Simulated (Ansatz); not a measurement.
# BCl3F2H2: the cost of one run

Program: Ansatz 0.2.0. Level of theory: RKS B3LYP-D4/STO-3G. These are calculated values, not measurements.

### Step 1. The structure to begin with

Bond lengths: B1–Cl2 2.173 Å, B1–Cl3 1.719 Å, B1–Cl4 1.721 Å, B1–F6 1.682 Å. Angles: Cl2–B1–Cl3 108.2°, Cl2–B1–Cl4 108.3°, Cl2–B1–F6 96.9°, Cl3–B1–Cl4 124.8°, Cl3–B1–F6 107.5°, Cl4–B1–F6 107.5°.

Coordinates:

```xyz
8

B    -0.5127   -1.0561    0.1639
Cl    1.6009   -0.5740    0.3133
Cl   -0.7371   -2.0744   -1.2027
Cl   -1.1041   -1.3901    1.7455
H    -0.3264    1.4384   -0.3613
F    -1.0423    0.4829   -0.2601
H     1.4176    1.1266   -0.0590
F     0.7042    2.0468   -0.3396
```

### Step 2. A restrained relaxation towards end A

Springs on the bonds that form and break draw the guess towards this end; the thresholds are loose.

input.yaml reads:

```yaml
crystal:
  periodic: [false, false, false]
  atoms:
    - { symbol: B, position_ang: [-0.5127, -1.0561, 0.1639] }
    - { symbol: Cl, position_ang: [1.6009, -0.574, 0.3133] }
    - { symbol: Cl, position_ang: [-0.7371, -2.0744, -1.2027] }
    - { symbol: Cl, position_ang: [-1.1041, -1.3901, 1.7455] }
    - { symbol: H, position_ang: [-0.3264, 1.4384, -0.3613] }
    - { symbol: F, position_ang: [-1.0423, 0.4829, -0.2601] }
    - { symbol: H, position_ang: [1.4176, 1.1266, -0.059] }
    - { symbol: F, position_ang: [0.7042, 2.0468, -0.3396] }
basis:
  gaussian: { orbitals: STO-3G }
hamiltonian:
  xc: b3lyp
  dispersion: d4
relax:
  f_tol: 0.15
  max_steps: 25
  restrain:
    - { distance: [0, 5], at: 2.71, k: 30.0 }
    - { distance: [4, 7], at: 2.18, k: 30.0 }
    - { distance: [6, 1], at: 2.63, k: 30.0 }
    - { distance: [0, 1], at: 1.86, k: 30.0 }
    - { distance: [4, 5], at: 0.88, k: 30.0 }
    - { distance: [6, 7], at: 0.88, k: 30.0 }
```

Launch:

```sh
ansatz run input.yaml --threads 1 --pin off --max-ram 2048MiB --backend cpu --events-out ev --progress --plain --runs-dir out
```

**Question.** How long does this run take on 1 thread of Arm Neoverse V1, shared host, and how much memory does it need?

About 20 s, with a peak of 0.11 GiB.
